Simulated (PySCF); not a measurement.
# C5H9NOSi: magnetic properties

Aim: compute the magnetic properties of C5H9NOSi (`CC(/C=N\[SiH3])=C/C=O`).

Programs: PySCF 2.14.0, with routines of our own; each step states its level. All values are computed. Atoms count from 0.

## (1) The starting structure

17 atoms, charge 0, multiplicity 1; geometry from: GFN2-xTB.

## (2) Magnetic properties: GIAO PBE0/pcSseg-1

Job settings and geometry (Å):

```
{"job": {"kind": "mag", "xc": "PBE0", "basis": "pcSseg-1", "isotopologues": 2}, "charge": 0, "multiplicity": 1}
C     -0.878839    -2.149894    -0.137673
C     -0.687231    -0.687851     0.112117
C      0.262207    -0.394874     1.204183
N      1.328005     0.255290     1.143417
Si     2.214987     1.096150    -0.069033
C     -1.323544     0.253456    -0.600203
C     -1.238110     1.685755    -0.350856
O     -1.768770     2.524925    -1.035884
H      0.077061    -2.615592    -0.377732
H     -1.260680    -2.634477     0.760921
H     -1.573290    -2.320957    -0.955793
H      0.008810    -0.871488     2.157838
H      1.614679     1.229270    -1.401043
H      2.414160     2.403035     0.546855
H      3.441815     0.306136    -0.143391
H     -1.986483    -0.033677    -1.407482
H     -0.651774     1.966823     0.543849
```

Level: GIAO PBE0/pcSseg-1 magnetisability, rotational g tensor and spin-rotation constants, non-relativistic, gas phase.

Run with:

```bash
$ OMP_NUM_THREADS=1 python excited_run.py task.json out
```

The driver reads the jobs from task.json and runs them one after another.

Output:

```text
coarse grid: 14784 points
cycle   1  E = -614.6066010943  dE =  1.115e+00  |g| = 8.511e-01  |ddm| = 3.805e+00
cycle   2  E = -614.0722771947  dE =  5.343e-01  |g| = 1.813e+00  |ddm| = 3.188e+00
cycle   3  E = -614.7535885491  dE = -6.813e-01  |g| = 1.615e-01  |ddm| = 2.550e+00
cycle   4  E = -614.7588874159  dE = -5.299e-03  |g| = 8.232e-02  |ddm| = 2.469e-01
cycle   5  E = -614.7603481343  dE = -1.461e-03  |g| = 2.977e-02  |ddm| = 1.050e-01
cycle   6  E = -614.7605451266  dE = -1.970e-04  |g| = 7.710e-03  |ddm| = 3.049e-02
cycle   7  E = -614.7605571056  dE = -1.198e-05  |g| = 2.534e-03  |ddm| = 8.110e-03
cycle   8  E = -614.7605584682  dE = -1.363e-06  |g| = 1.032e-03  |ddm| = 3.218e-03
final grid: 138520 points
cycle   9  E = -614.8164665213  dE = -2.331e-05  |g| = 1.268e-02  |ddm| = 3.602e-02
cycle  10  E = -614.8163797903  dE =  8.673e-05  |g| = 2.462e-02  |ddm| = 3.312e-02
cycle  11  E = -614.8164982347  dE = -1.184e-04  |g| = 2.486e-03  |ddm| = 2.398e-02
cycle  12  E = -614.8164995025  dE = -1.268e-06  |g| = 3.898e-04  |ddm| = 2.304e-03
cycle  13  E = -614.8164995196  dE = -1.706e-08  |g| = 2.672e-04  |ddm| = 5.026e-04
cycle  14  E = -614.8164995357  dE = -1.609e-08  |g| = 3.658e-05  |ddm| = 2.644e-04
cycle  15  E = -614.8164995360  dE = -2.999e-10  |g| = 1.224e-05  |ddm| = 5.324e-05
converged SCF energy = -614.8164995360

Magnetisability tensor (1e-30 J/T^2)
     -976.52       46.92      188.55
       46.92     -928.25      -64.14
      188.55      -64.14     -961.96
isotropic -955.58   principal values   -1182.11   -905.48   -779.14
isotropic susceptibility -57.546 1e-6 cm^3/mol

Inertial axes            a          b          c
rot. const./GHz      1.7296     1.4347     0.8892
chi total           -52.920    -54.323    -65.395
chi diamagnetic    -821.138   -932.187  -1446.035
chi paramagnetic    768.218    877.864   1380.640
quadrupole/D A       -7.265      3.238      4.027
g nuclear            0.5862     0.5569     0.5596
g electronic        -0.6242    -0.5917    -0.5767
g total             -0.0381    -0.0348    -0.0171

Spin-rotation constants (kHz, H = +C I.J)
atom  isotope        aa         bb         cc
  3    14N        0.412      0.295      0.156
  8     1H       -0.049     -0.133     -0.065
  9     1H       -0.199     -0.046     -0.037
 10     1H       -0.039     -0.147     -0.060
 11     1H       -0.149     -0.005      0.025
 12     1H       -0.054     -0.118     -0.015
 13     1H       -0.141      0.005     -0.045
 14     1H        0.023     -0.101     -0.063
 15     1H        0.027     -0.146     -0.031
 16     1H        0.030     -0.098      0.002
  0    13C*       0.266      0.201      0.136
  1    13C*       0.638      0.645      0.245
  2    13C*       0.666      0.508      0.365
  4   29Si*      -0.950     -0.780     -0.496
  5    13C*       0.575      0.495      0.260
  6    13C*       0.670      0.660      0.333
  7    17O*      -1.110     -1.298     -0.307
* in the singly substituted isotopologue

Isotopologues: g along a, b, c
2H    at 8,9,10,11,12,1    -0.0357    -0.0290    -0.0155
13C   at 0                 -0.0377    -0.0343    -0.0170
```

Wall time 32 s (1 thread of Intel Xeon Platinum 8488C, shared host); peak memory 0.83 GiB.

From this job:

```csv
quantity,value
magnetisability,-956·10⁻³⁰ J/T²
molar susceptibility,-57.5·10⁻⁶ cm³/mol
"rotational g (a, b, c)","-0.0381, -0.0348, -0.0171"
```

## (3) Magnetic properties: GIAO PW91/6-31G

Settings changed since step 2:

```diff
@@ -1,2 +1,2 @@
-{"job": {"kind": "mag", "xc": "PBE0", "basis": "pcSseg-1", "isotopologues": 2}, "charge": 0, "multiplicity": 1}
+{"job": {"kind": "mag", "xc": "PW91", "basis": "6-31G"}, "charge": 0, "multiplicity": 1}
 C     -0.878839    -2.149894    -0.137673
```

With the program's defaults for keys left out, this is: GIAO PW91/6-31G magnetisability, rotational g tensor and spin-rotation constants, non-relativistic, gas phase.

Output:

```text
coarse grid: 14784 points
cycle   1  E = -614.9538458878  dE =  1.099e+00  |g| = 9.749e-01  |ddm| = 4.148e+00
cycle   2  E = -611.8833567003  dE =  3.070e+00  |g| = 2.895e+00  |ddm| = 4.475e+00
cycle   3  E = -614.4820763287  dE = -2.599e+00  |g| = 1.450e+00  |ddm| = 4.454e+00
cycle   4  E = -615.1204904445  dE = -6.384e-01  |g| = 4.189e-01  |ddm| = 1.864e+00
cycle   5  E = -615.1279639391  dE = -7.473e-03  |g| = 3.937e-01  |ddm| = 8.993e-01
cycle   6  E = -615.1655149018  dE = -3.755e-02  |g| = 1.350e-01  |ddm| = 5.362e-01
cycle   7  E = -615.1686263451  dE = -3.111e-03  |g| = 7.947e-02  |ddm| = 2.362e-01
cycle   8  E = -615.1699338389  dE = -1.307e-03  |g| = 4.470e-02  |ddm| = 1.273e-01
cycle   9  E = -615.1704697156  dE = -5.359e-04  |g| = 4.174e-03  |ddm| = 4.790e-02
cycle  10  E = -615.1704728899  dE = -3.174e-06  |g| = 3.020e-03  |ddm| = 9.921e-03
final grid: 138520 points
cycle  11  E = -615.0693536674  dE = -2.767e-05  |g| = 9.674e-03  |ddm| = 4.094e-02
cycle  12  E = -615.0692952276  dE =  5.844e-05  |g| = 1.840e-02  |ddm| = 3.348e-02
cycle  13  E = -615.0693705432  dE = -7.532e-05  |g| = 6.306e-03  |ddm| = 2.603e-02
cycle  14  E = -615.0693789369  dE = -8.394e-06  |g| = 8.984e-04  |ddm| = 7.586e-03
cycle  15  E = -615.0693791021  dE = -1.652e-07  |g| = 4.323e-04  |ddm| = 1.306e-03
cycle  16  E = -615.0693791574  dE = -5.526e-08  |g| = 1.133e-04  |ddm| = 7.060e-04
cycle  17  E = -615.0693791605  dE = -3.095e-09  |g| = 3.957e-05  |ddm| = 1.350e-04
cycle  18  E = -615.0693791608  dE = -3.693e-10  |g| = 1.219e-05  |ddm| = 5.651e-05
converged SCF energy = -615.0693791608

Magnetisability tensor (1e-30 J/T^2)
     -999.28       41.69      199.69
       41.69     -948.71      -72.39
      199.69      -72.39    -1003.78
isotropic -983.92   principal values   -1224.95   -928.36   -798.46
isotropic susceptibility -59.253 1e-6 cm^3/mol

Inertial axes            a          b          c
rot. const./GHz      1.7296     1.4347     0.8892
chi total           -53.969    -55.522    -68.269
chi diamagnetic    -820.148   -930.898  -1444.552
chi paramagnetic    766.179    875.376   1376.283
quadrupole/D A       -6.816      3.178      3.637
g nuclear            0.5862     0.5569     0.5596
g electronic        -0.6226    -0.5900    -0.5749
g total             -0.0364    -0.0331    -0.0153

Spin-rotation constants (kHz, H = +C I.J)
atom  isotope        aa         bb         cc
  3    14N        0.378      0.281      0.141
  8     1H       -0.058     -0.141     -0.069
  9     1H       -0.211     -0.054     -0.042
 10     1H       -0.051     -0.157     -0.067
 11     1H       -0.147     -0.005      0.020
 12     1H       -0.064     -0.124     -0.024
 13     1H       -0.146     -0.009     -0.054
 14     1H        0.012     -0.112     -0.071
 15     1H        0.014     -0.150     -0.040
 16     1H        0.026     -0.088     -0.004
  0    13C*       0.241      0.182      0.124
  1    13C*       0.581      0.566      0.217
  2    13C*       0.605      0.454      0.317
  4   29Si*      -0.848     -0.689     -0.438
  5    13C*       0.521      0.447      0.232
  6    13C*       0.611      0.603      0.298
  7    17O*      -1.083     -1.247     -0.283
* in the singly substituted isotopologue
```

Run time: 25 s. Hardware: 1 thread of Intel Xeon Platinum 8488C, shared host; peak memory 0.56 GiB.

Key values:

```
              quantity                      value
       magnetisability            -984·10⁻³⁰ J/T²
  molar susceptibility         -59.3·10⁻⁶ cm³/mol
rotational g (a, b, c)  -0.0364, -0.0331, -0.0153
```

## (4) The levels compared

```csv
level,ξ (10⁻³⁰ J/T²),g(a),g(b),gap (eV),functions,time
GIAO PBE0/pcSseg-1,-956,-0.0381,-0.0348,5.03,188,32 s
GIAO PW91/6-31G,-984,-0.0364,-0.0331,2.49,94,25 s
```

## (5) Outcome

```
                                           quantity                      value
       magnetisability (step 2, GIAO PBE0/pcSseg-1)            -956·10⁻³⁰ J/T²
  molar susceptibility (step 2, GIAO PBE0/pcSseg-1)         -57.5·10⁻⁶ cm³/mol
rotational g (a, b, c) (step 2, GIAO PBE0/pcSseg-1)  -0.0381, -0.0348, -0.0171
                    magnetisability over the levels    -984 to -956·10⁻³⁰ J/T²
```

What this shows: The magnetisability spreads by 2.9 % over 2 levels, from GIAO PW91/6-31G (25 s) to GIAO PBE0/pcSseg-1 (32 s); the runs took 25 s to 32 s. Two levels can agree by chance, so this spread shows no convergence. Vibrational averaging and real surroundings are missing from these values.
